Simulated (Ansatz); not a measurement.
# CsMgPO4: the cost of one run

Method: DFT, PBE, plane-wave PAW, default files, scalar-relativistic, as far as a step names no other, in Ansatz 0.2.0.

2 further runs of the same task are left out: 1 that didn't finish, 1 set aside as unsound or not needed.

### Step 1. The structure to begin with

Symmetry: P2_1/c, No. 14, monoclinic system. The conventional cell has a = 5.503 Å, b = 8.955 Å, c = 10.993 Å, α = 90.00°, β = 119.35°, γ = 90.00°. Cs (site symmetry 1) has 8 O at 3.03 to 3.44 Å as nearest neighbours. Around Mg (site symmetry 1) lie 4 O at 1.89 to 1.98 Å. P (site symmetry 1) has 4 O at 1.48 to 1.54 Å as nearest neighbours. Around O (site symmetry 1) lie 1 P at 1.54 Å and 1 Mg at 1.92 Å. Around O (site symmetry 1) lie 1 P at 1.49 Å and 1 Mg at 1.93 Å. O (site symmetry 1) is surrounded by 1 P at 1.48 Å and 1 Mg at 1.98 Å. O (site symmetry 1) has 1 P at 1.54 Å and 1 Mg at 1.89 Å as nearest neighbours.

Coordinates:

```cif
data_structure
_symmetry_space_group_name_H-M 'P 1'
_symmetry_Int_Tables_number 1
_cell_length_a 5.5034
_cell_length_b 8.9550
_cell_length_c 10.9927
_cell_angle_alpha 90.000
_cell_angle_beta 119.354
_cell_angle_gamma 90.000
_cell_volume 472.20
loop_
_atom_site_label
_atom_site_type_symbol
_atom_site_fract_x
_atom_site_fract_y
_atom_site_fract_z
_atom_site_occupancy
Cs1 Cs 0.54533 0.99740 0.79273 1
Cs2 Cs 0.45467 0.49740 0.70727 1
Cs3 Cs 0.45467 0.00260 0.20727 1
Cs4 Cs 0.54533 0.50260 0.29273 1
Mg1 Mg 0.15760 0.81720 0.41620 1
Mg2 Mg 0.84240 0.31720 0.08380 1
Mg3 Mg 0.84240 0.18280 0.58380 1
Mg4 Mg 0.15760 0.68280 0.91620 1
P1 P 0.82360 0.69940 0.08330 1
P2 P 0.17640 0.19940 0.41670 1
P3 P 0.17640 0.30060 0.91670 1
P4 P 0.82360 0.80060 0.58330 1
O1 O 0.52810 0.75972 0.98444 1
O2 O 0.47190 0.25972 0.51556 1
O3 O 0.47190 0.24028 0.01556 1
O4 O 0.52810 0.74028 0.48444 1
O5 O 0.91412 0.76433 0.22388 1
O6 O 0.08588 0.26433 0.27612 1
O7 O 0.08588 0.23567 0.77612 1
O8 O 0.91412 0.73567 0.72388 1
O9 O 0.02059 0.75972 0.04067 1
O10 O 0.97941 0.25972 0.45933 1
O11 O 0.97941 0.24028 0.95933 1
O12 O 0.02059 0.74028 0.54067 1
O13 O 0.83898 0.52753 0.08993 1
O14 O 0.16102 0.02753 0.41007 1
O15 O 0.16102 0.47247 0.91007 1
O16 O 0.83898 0.97247 0.58993 1
```

### Step 2. Single point at the given positions

File input.yaml:

```yaml
crystal:
  lattice:
    - [5.50344, 0.0, 0.0]
    - [0.0, 8.95501, 0.0]
    - [-5.388746399, 0.0, 9.5813035511]
  atoms:
    - { symbol: Cs, position: [0.54533, 0.9974, 0.79273] }
    - { symbol: Cs, position: [0.45467, 0.4974, 0.70727] }
    - { symbol: Cs, position: [0.45467, 0.0026, 0.20727] }
    - { symbol: Cs, position: [0.54533, 0.5026, 0.29273] }
    - { symbol: Mg, position: [0.1576, 0.8172, 0.4162] }
    - { symbol: Mg, position: [0.8424, 0.3172, 0.0838] }
    - { symbol: Mg, position: [0.8424, 0.1828, 0.5838] }
    - { symbol: Mg, position: [0.1576, 0.6828, 0.9162] }
    - { symbol: P, position: [0.8236, 0.6994, 0.0833] }
    - { symbol: P, position: [0.1764, 0.1994, 0.4167] }
    - { symbol: P, position: [0.1764, 0.3006, 0.9167] }
    - { symbol: P, position: [0.8236, 0.8006, 0.5833] }
    - { symbol: O, position: [0.5281, 0.75972, 0.98444] }
    - { symbol: O, position: [0.4719, 0.25972, 0.51556] }
    - { symbol: O, position: [0.4719, 0.24028, 0.01556] }
    - { symbol: O, position: [0.5281, 0.74028, 0.48444] }
    - { symbol: O, position: [0.91412, 0.76433, 0.22388] }
    - { symbol: O, position: [0.08588, 0.26433, 0.27612] }
    - { symbol: O, position: [0.08588, 0.23567, 0.77612] }
    - { symbol: O, position: [0.91412, 0.73567, 0.72388] }
    - { symbol: O, position: [0.02059, 0.75972, 0.04067] }
    - { symbol: O, position: [0.97941, 0.25972, 0.45933] }
    - { symbol: O, position: [0.97941, 0.24028, 0.95933] }
    - { symbol: O, position: [0.02059, 0.74028, 0.54067] }
    - { symbol: O, position: [0.83898, 0.52753, 0.08993] }
    - { symbol: O, position: [0.16102, 0.02753, 0.41007] }
    - { symbol: O, position: [0.16102, 0.47247, 0.91007] }
    - { symbol: O, position: [0.83898, 0.97247, 0.58993] }
kpoints:
  mp_grid: { grid: [4, 3, 2] }
scf:
  occupations: { method: fermi_dirac, width: 0.02 }
hamiltonian:
  xc: pbe
  pseudopotentials: { kind: paw }
output:
  forces: true
  stress: true
  populations: true
  efg:
    quadrupole_moments_barn: { Cs: -0.00343, Mg: 0.1994, O: -0.02558 }
    contact_densities: true
```

Started as:

```sh
$ ansatz run input.yaml --threads 1 --pin off --max-ram 3072MiB --backend cpu --events-out ev --progress --plain --runs-dir out
```

Q: Estimate wall time and peak memory on 1 thread of Intel Xeon 6975P-C (Granite Rapids), shared host.

About 42 s, with a peak of 1.1 GiB.
